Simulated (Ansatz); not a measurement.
# Two structures of HfN: comparison of enthalpies under pressure, by script

An exercise on one series of results from a longer session: the logs are not shown, and one member is left open.

Program: Ansatz 0.2.0, driven from Python. Level of theory: DFT PBEsol, plane waves, PAW. These are calculated values, not measurements.

**The structure**

HfN Fm-3m: Symmetry: Fm-3m, No. 225, cubic system. The conventional cell has a = 4.512 Å, b = 4.512 Å, c = 4.512 Å, α = 90.00°, β = 90.00°, γ = 90.00°. Hf (site symmetry m-3m) is surrounded by 6 N at 2.26 Å. N (site symmetry m-3m) has 6 Hf at 2.26 Å as nearest neighbours.

HfN F-43m: The structure is cubic, space group F-43m (No. 216). The conventional cell has a = 4.910 Å, b = 4.910 Å, c = 4.910 Å, α = 90.00°, β = 90.00°, γ = 90.00°. Hf (site symmetry -43m) is surrounded by 4 N at 2.13 Å. N (site symmetry -43m) has 4 Hf at 2.13 Å as nearest neighbours.

No structure file is read: the coordinates are typed or built in the script.

The first run:

hfn.py reads:

```python
"""Pressure at which two phases of HfN cross."""

import logging
import sys
import warnings

import ansatz as az
import numpy as np
from tabulate import tabulate

logging.basicConfig(stream=sys.stdout, format="%(levelname)s:%(name)s:%(message)s")
log = logging.getLogger("run")
log.setLevel(logging.INFO)

SETTINGS = {
    "functional": "pbesol",
    "ecut": 500,
    "kspacing": 0.27,
    "filling": "cold",
    "sigma": 0.1,
}

PHASES = {
    "Fm-3m": (
        [[0.0, 2.256, 2.256], [2.256, 0.0, 2.256], [2.256, 2.256, 0.0]],
        [
            ("Hf", [0.0, 0.0, 0.0]),
            ("N", [0.5, 0.5, 0.5]),
        ],
    ),
    "F-43m": (
        [[0.0, 2.454822, 2.454822], [2.454822, 0.0, 2.454822], [2.454822, 2.454822, 0.0]],
        [
            ("Hf", [0.0, 0.0, 0.0]),
            ("N", [0.75, 0.75, 0.75]),
        ],
    ),
}


def build(vectors, sites):
    crystal = az.Crystal(lattice=az.Lattice.of(vectors))
    for symbol, position in sites:
        crystal = crystal.atom(symbol, position)
    return crystal


def ground_state(name, crystal, pressure=0.0):
    calc = (
        crystal.calculation()
        .functional(SETTINGS["functional"])
        .basis(SETTINGS["ecut"])  # cutoff of the orbital basis
        .kpoints(spacing=SETTINGS["kspacing"])
        .occupations(SETTINGS["filling"], width=SETTINGS["sigma"])  # fractional filling near the Fermi level
    )
    calc = calc.relax(force_tolerance=0.02, max_steps=40, cell=True, pressure=pressure)
    return calc.run(threads=1, backend="cpu")


def volume_per_atom(outcome):
    return abs(np.linalg.det(outcome.lattice.cell_ang)) / len(outcome.lattice.sites)


def main() -> None:
    warnings.simplefilter("ignore", az.DeckWarning)

    phases = {name: build(*cell) for name, cell in PHASES.items()}

    # H = E + PV, with 1 eV per cubic angstrom equal to 160.2 GPa
    pressures = [0, 10, 20, 30]
    enthalpy, volume = {name: [] for name in phases}, {name: [] for name in phases}
    for p in pressures:
        for name, crystal in phases.items():
            o = ground_state(name, crystal, pressure=p)
            volume[name].append(volume_per_atom(o))
            enthalpy[name].append(o.report["energy_sigma0_ev"] / len(o.lattice.sites) + p * volume[name][-1] / 160.21766)
    gap = np.array(enthalpy["F-43m"]) - np.array(enthalpy["Fm-3m"])
    rows = [(p, va, vb, 1000 * d) for p, va, vb, d in zip(pressures, volume["Fm-3m"], volume["F-43m"], gap)]
    print(tabulate(rows, headers=["P (GPa)", "V Fm-3m (A^3/atom)", "V F-43m (A^3/atom)", "H(F-43m) - H(Fm-3m) (meV/atom)"], floatfmt=".4f", tablefmt="github"))
    crossings = [p0 - g0 * (p1 - p0) / (g1 - g0) for p0, p1, g0, g1 in zip(pressures, pressures[1:], gap, gap[1:]) if g0 * g1 < 0]
    print("crossing near", [round(float(p), 1) for p in crossings], "GPa") if crossings else print("no crossing in this range")


if __name__ == "__main__":
    main()
```

Run with:

```
$ python hfn.py
```

Among the steps run: Running it.

One of the session's tables, all rows but one given; the rest of the session is left out.

Enthalpy H = E + pV of the second structure less the first:

| pressure (GPa) | ΔH (meV/atom) |
| --- | --- |
| 0 | 341.2 |
| 10 | 519.7 |
| 20 | ? |
| 30 | 837.3 |

Q: Estimate the row for pressure (GPa) = 20 from the others.

Worked estimate for «ΔH (meV/atom)». A straight line through the neighbours (10, 519.7) and (30, 837.3) gives 519.7 + (837.3 − 519.7) × (20 − 10) / (30 − 10) = 678.5; a parabola fitted to 3 rows on both sides gives 685.1.

The run gave: ΔH (meV/atom): 684.1. In «ΔH (meV/atom)» the line misses by -5.6 and the parabola by +1.0.

To keep in mind: Reading the output:
- The run is spin-unpolarised.
- At a fixed pressure a relaxation lowers the enthalpy F + PV, while F alone can rise.
- For the metals among these cells the mesh is coarse, so their volumes and pressures are rough.
- Spin-orbit coupling, which matters for elements this heavy, is left out.
- Only these two structures are compared, at zero temperature and with their symmetry kept; either may be hypothetical, and another phase may be lower than both.
